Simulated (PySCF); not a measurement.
# BrH5Si2: the cost of one run

Programs: PySCF 2.14.0, with density-fitted response routines of our own. Each step states its level of theory. These are calculated values for one molecule in the gas phase, unless marked as measured. Atoms count from 0, in the outputs and in this text.

**1. Starting geometry**

8 atoms, charge 0, multiplicity 1; geometry from: PBE0-D3(BJ)/def2-SVP.

Bonds of the start (Å): Si0–Si1 2.34, Si1–Br2 2.24, Si0–H3 1.50, Si0–H4 1.49, Si0–H5 1.49, Si1–H6 1.49, Si1–H7 1.49.

**2. Core holes by ΔSCF: SCAN, X2C**

What the job is given:

```
{"job": {"kind": "xps"}, "charge": 0, "multiplicity": 1}
Si     0.538586    -0.062135     0.178504
Si    -1.720913    -0.634271     0.405971
Br    -2.927448     0.709197    -0.914872
H      1.364889    -0.928896     1.074863
H      0.961814    -0.267883    -1.238674
H      0.728757     1.369493     0.558243
H     -2.203329    -0.453178     1.806484
H     -1.982042    -2.040441    -0.020343
```

With the program's defaults for keys left out, this is: delta-SCF UKS SCAN, pcX-2 on the ionised atom, pcseg-1 elsewhere, spin-free X2C.

Command:

```bash
> OMP_NUM_THREADS=1 python probes_run.py task.json out
```

This one command runs all jobs of the session in turn.

**Question.** How long does this first job take on 1 thread of Arm Neoverse N1, shared host, and how much memory does it need?

About 21 s, with a peak of 0.39 GiB.
